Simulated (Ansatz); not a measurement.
# C3H9AlO: up Jacob's ladder to CCSD(T)

The task here is to estimate one member of a computed series from the others.

Program: Ansatz 0.2.0, Gaussian basis. Level of theory: functionals in def2-TZVPP, the program's frozen cores in correlated methods. These are calculated values, not measurements.

Levels to be run: LDA (SPW92), PBE-D4, revPBE-D4, BLYP-D4, r2SCAN-D4, B97M-V, PBE0-D4, B3LYP-D4, r2SCANh-D4, r2SCAN0-D4, HSE06-D4, BHLYP-D4, CAM-B3LYP-D4, LC-ωPBE, ωB97X-V, ωB97M-V, B2PLYP, PBE-QIDH; CCSD(T)/def2-SVP; CCSD(T)/def2-TZVPP; MP2/def2-QZVPP; extrapolation to the limit; RPA on PBE.

### The geometry

The geometry comes from an earlier relaxation with PBE0-D4 in a triple-zeta def2 set; it is a stationary point, not always the lowest conformer.

SMILES `C[CH2][Al]([CH3])[OH]`, 14 atoms, charge 0, spin multiplicity 1.

Atoms are counted from 1 here; the program's logs count them from 0.

Bond lengths: C1–C2 1.529 Å, C1–H6 1.094 Å, C1–H7 1.094 Å, C1–H8 1.094 Å, C2–Al3 1.963 Å, C2–H9 1.098 Å, C2–H10 1.098 Å, Al3–C4 1.947 Å, Al3–O5 1.705 Å, C4–H11 1.095 Å, C4–H12 1.092 Å, C4–H13 1.095 Å, O5–H14 0.955 Å. Angles: C2–C1–H6 111.7°, C2–C1–H7 111.7°, C2–C1–H8 112.3°, H6–C1–H7 106.6°, H6–C1–H8 107.1°, H7–C1–H8 107.1°, C1–C2–Al3 115.3°, C1–C2–H9 110.0°, C1–C2–H10 110.1°, Al3–C2–H9 108.1°, Al3–C2–H10 108.3°, H9–C2–H10 104.4°, C2–Al3–C4 123.9°, C2–Al3–O5 120.0°, C4–Al3–O5 116.2°, Al3–C4–H11 111.2°, Al3–C4–H12 111.8°, Al3–C4–H13 111.4° and more.

Coordinates:

```
C    -0.99778   -0.20164    1.66801
C     0.45538    0.02650    1.24891
Al    0.76356    0.14190   -0.68625
C    -0.63896   -0.05234   -2.02195
O     2.33562    0.42498   -1.28277
H    -1.65010    0.60511    1.32187
H    -1.39883   -1.12912    1.24960
H    -1.11188   -0.26334    2.75464
H     1.09184   -0.77383    1.64929
H     0.84208    0.94258    1.71457
H    -1.11319   -1.03739   -1.95873
H    -0.25286    0.06939   -3.03639
H    -1.43656    0.68284   -1.87346
H     3.09867    0.53518   -0.71844
```

Set-up of the first run:

in.yaml reads:

```yaml
crystal:
  periodic: [false, false, false]
  atoms:
    - {symbol: C, position_ang: [-0.997776, -0.201635, 1.668008]}
    - {symbol: C, position_ang: [0.455383, 0.026502, 1.248908]}
    - {symbol: Al, position_ang: [0.763564, 0.141897, -0.686255]}
    - {symbol: C, position_ang: [-0.638958, -0.052344, -2.021945]}
    - {symbol: O, position_ang: [2.335617, 0.424977, -1.282766]}
    - {symbol: H, position_ang: [-1.650099, 0.605106, 1.321874]}
    - {symbol: H, position_ang: [-1.398833, -1.129120, 1.249601]}
    - {symbol: H, position_ang: [-1.111879, -0.263343, 2.754636]}
    - {symbol: H, position_ang: [1.091840, -0.773828, 1.649288]}
    - {symbol: H, position_ang: [0.842080, 0.942575, 1.714574]}
    - {symbol: H, position_ang: [-1.113195, -1.037392, -1.958729]}
    - {symbol: H, position_ang: [-0.252860, 0.069388, -3.036387]}
    - {symbol: H, position_ang: [-1.436555, 0.682843, -1.873463]}
    - {symbol: H, position_ang: [3.098671, 0.535176, -0.718444]}
basis:
  gaussian: {orbitals: def2-TZVPP}
hamiltonian: {xc: lda}
output: {orbitals: {seedname: orbitals}}
```

Among the steps run: LDA; PBE-D4 (GGA); revPBE-D4 (GGA); BLYP-D4 (GGA); r2SCAN-D4 (meta-GGA); B97M-V (meta-GGA); PBE0-D4 (hybrid); B3LYP-D4 (hybrid); r2SCANh-D4 (hybrid); r2SCAN0-D4 (hybrid); HSE06-D4 (hybrid); BHLYP-D4 (hybrid); CAM-B3LYP-D4 (range-separated); LC-ωPBE-D4 (range-separated; the results give it without D4); ωB97X-V (range-separated); ωB97M-V (range-separated); B2PLYP (double hybrid); PBE-QIDH (double hybrid).

One table of the session follows, with a row left open; its other results are not shown here.

It belongs to the step «Frontier levels by functional». 

```
  functional  HOMO (eV)  gap (eV)
 LDA (SPW92)      -6.08      5.12
      PBE-D4      -5.96      5.24
   revPBE-D4      -5.91      5.31
     BLYP-D4      -5.86      5.22
   r2SCAN-D4      -6.21      5.87
      B97M-V      -6.30      5.75
     PBE0-D4          ?         ?
    B3LYP-D4      -7.04      6.86
  r2SCANh-D4      -6.69      6.59
  r2SCAN0-D4      -7.40      7.68
    HSE06-D4      -6.83      6.53
    BHLYP-D4      -8.44      9.22
CAM-B3LYP-D4      -8.61      9.56
     LC-ωPBE      -9.96     12.05
     ωB97X-V      -9.60     11.53
     ωB97M-V      -9.46     11.01
```

Estimate the missing values for PBE0-D4.

The run gave: HOMO (eV): -7.24; gap (eV): 7.30. In the column «HOMO (eV)» it lies between r2SCAN0-D4 (-7.40) and B3LYP-D4 (-7.04).
